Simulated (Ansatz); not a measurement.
# BBr2H, SMILES BrBBr: an active-space calculation

Computed with the Python package of Ansatz (0.2.0).

The script, `bbr2h.py`:
```python
# -*- coding: utf-8 -*-
'''Active-space calculation on BBr2H.'''

import ansatz as az

GEOMETRY = '''
Br    0.78130    0.23320    1.74080
B    -0.20530    0.05270   -0.02540
Br    0.73500   -0.74330   -1.59330
H    -1.25550    0.39710   -0.14240
'''

mol = az.Crystal.molecule()
for line in GEOMETRY.strip().splitlines():
    symbol, *xyz = line.split()
    mol = mol.atom(symbol, [float(v) for v in xyz])

model = (
    mol.calculation()
    .basis(gaussian='def2-SVP')
    .scf(lower_state_search='light')
    .correlation(active_electrons=4, active_orbitals=5)
)
for method in ['sc_nevpt2']:
    summary = (model if method is None else model.correlation(method)).run(threads=1, backend='cpu').report
    space = summary['configurations']
    state = space['states'][0]
    print(method or 'casscf', f'total {summary["free_energy_ev"] / 27.211386246:.6f} Ha, active-space state {state["energy"]["hartree"]:.6f} Ha, mean field {summary["reference_energy_ev"] / 27.211386246:.6f} Ha')
    print('  determinants', state['n_determinants'], ' natural occupations', [round(n, 3) for n in space['natural_occupations']])
```

`python bbr2h.py` gives:
```text
Warning: the results are in doubt because another end's mean lies 0.201 eV lower, and its corrected mean 0.021 eV higher
RunWarning: the results are in doubt because another end's mean lies 0.201 eV lower, and its corrected mean 0.021 eV higher
sc_nevpt2 total -5170.043257 Ha, active-space state -5169.533880 Ha, mean field -5169.502183 Ha
  determinants 100  natural occupations [1.976, 1.972, 0.028, 0.02, 0.003]
```
(Warnings from the package without file and line.)

What to keep in mind:
- These settings explore the input space; basis and method may be short of convergence.
- The geometry is a force-field or estimated start, not a minimum of this method, and the basis set is short of its limit. The active space starts as a window about the frontier orbitals and is then optimised, not chosen by chemistry.
- A lower CASSCF solution was found and passed over, so the printed active-space state isn't the lowest.
- Finished in 26 s on 1 thread of Arm Neoverse V2, with other jobs on the host, peak memory 0.28 GiB.

(A comment or docstring line of the script was reworded after the run, the code is as it ran; lines on the test bed's own set-up are left out of the output.)
